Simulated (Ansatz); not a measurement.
# CH2FGaOS: up Jacob's ladder to CCSD(T)

Aim: compute CH2FGaOS with functionals from several rungs and with coupled cluster, and see how far each lands from CCSD(T) at the basis-set limit for the atomisation energy.

Program: Ansatz 0.2.0, Gaussian basis. Level of theory: functionals in def2-TZVPP, the program's frozen cores in correlated methods. These are calculated values, not measurements.

The runs, in order: LDA (SPW92), PBE-D4, revPBE-D4, BLYP-D4, r2SCAN-D4, B97M-V, PBE0-D4, B3LYP-D4, r2SCANh-D4, r2SCAN0-D4, HSE06-D4, BHLYP-D4, CAM-B3LYP-D4, LC-ωPBE, ωB97X-V, ωB97M-V, B2PLYP, PBE-QIDH; CCSD(T)/def2-SVP; CCSD(T)/def2-TZVPP; MP2/def2-QZVPP; extrapolation to the limit; RPA on PBE.

## 1. Structure used throughout

The geometry comes from an earlier relaxation with PBE0-D4 in a triple-zeta def2 set; it is a stationary point, not always the lowest conformer.

SMILES `O[C](=S)[GaH][F]`, 7 atoms, charge 0, spin multiplicity 1.

Atoms are counted from 1 here; the program's logs count them from 0.

Bond lengths: O1–C2 1.309 Å, O1–H6 0.975 Å, C2–S3 1.640 Å, C2–Ga4 1.956 Å, Ga4–F5 1.757 Å, Ga4–H7 1.543 Å. Angles: C2–O1–H6 109.3°, O1–C2–S3 126.4°, O1–C2–Ga4 135.9°, S3–C2–Ga4 97.6°, C2–Ga4–F5 112.6°, C2–Ga4–H7 128.4°, F5–Ga4–H7 118.8°.

## 2. LDA

This LDA is Slater exchange with PW92 correlation.

The input, in.yaml:

```yaml
crystal:
  periodic: [false, false, false]
  atoms:
    - {symbol: O, position_ang: [-0.340455, -0.159093, 1.813485]}
    - {symbol: C, position_ang: [0.141425, -0.220298, 0.598478]}
    - {symbol: S, position_ang: [1.632976, -0.750153, 0.169253]}
    - {symbol: Ga, position_ang: [-0.482801, 0.274148, -1.187577]}
    - {symbol: F, position_ang: [-0.229915, 1.975635, -1.545730]}
    - {symbol: H, position_ang: [0.331892, -0.478619, 2.443473]}
    - {symbol: H, position_ang: [-1.053122, -0.641620, -2.291373]}
basis:
  gaussian: {orbitals: def2-TZVPP}
hamiltonian: {xc: lda}
output: {orbitals: {seedname: orbitals}}
```

On the command line:

```
$ ansatz run in.yaml --threads 4 --pin off --events-out ev --progress --plain --max-ram 10444MiB
```

Further steps of the session: PBE-D4 (GGA); revPBE-D4 (GGA); BLYP-D4 (GGA); r2SCAN-D4 (meta-GGA); B97M-V (meta-GGA); B3LYP-D4 (hybrid); r2SCANh-D4 (hybrid); r2SCAN0-D4 (hybrid); HSE06-D4 (hybrid); BHLYP-D4 (hybrid); CAM-B3LYP-D4 (range-separated); LC-ωPBE (range-separated); ωB97X-V (range-separated); ωB97M-V (range-separated); B2PLYP (double hybrid); PBE-QIDH (double hybrid); CCSD(T) in def2-SVP; CCSD(T) in def2-TZVPP; MP2 in def2-QZVPP; RPA on PBE orbitals.

Before running them: what should the planned runs give, taken together? Wanted: atomisation energy, CCSD(T)/CBS; farthest beyond LDA; mean size of error, GGA; mean size of error, meta-GGA; mean size of error, hybrid; mean size of error, range-separated; mean size of error, double hybrid; gap, smallest and largest; T1 diagnostic.

As calculated:

| quantity | value |
| --- | --- |
| atomisation energy, CCSD(T)/CBS | 580.7 kcal/mol |
| functionals within 5.8 kcal/mol (1.0 %) | revPBE-D4, BLYP-D4, B97M-V, PBE0-D4, r2SCANh-D4, HSE06-D4, CAM-B3LYP-D4, LC-ωPBE, ωB97X-V, ωB97M-V, PBE-QIDH |
| farthest beyond LDA | BHLYP-D4 (-39.3 kcal/mol) |
| mean size of error, GGA | 7.8 kcal/mol |
| mean size of error, meta-GGA | 4.6 kcal/mol |
| mean size of error, hybrid | 11.4 kcal/mol |
| mean size of error, range-separated | 2.3 kcal/mol |
| mean size of error, double hybrid | 7.7 kcal/mol |
| gap, smallest and largest | 3.08 eV (LDA (SPW92)), 10.07 eV (LC-ωPBE) |
| T1 diagnostic | 0.0174 |
| triples share of the correlation energy | 4.3 % |

**Reading.** LDA overbinds by 116.6 kcal/mol (20 %). PBE-D4 is off by +22.5 kcal/mol. Double hybrids carry the basis error of their MP2 part in triple zeta, and no dispersion term here, so their miss is partly the set-up's. The rungs range-separated, meta-GGA miss on average by less than the doubt on the reference (5.8 kcal/mol), so they tie. The reference freezes the cores and leaves out relativity and excitations past (T), and its outer-core shells are covered unevenly, so misses under about 5.8 kcal/mol can't be ranked. Hartree-Fock recovers 65 % of the binding; the rest is correlation. CCSD(T) in def2-SVP is off by -40.3 kcal/mol, which most functionals beat. Orbital gaps span 3.1 to 10.1 eV; exact exchange widens them. Correlated methods include outer-core shells of Ga, which these sets cover unevenly.
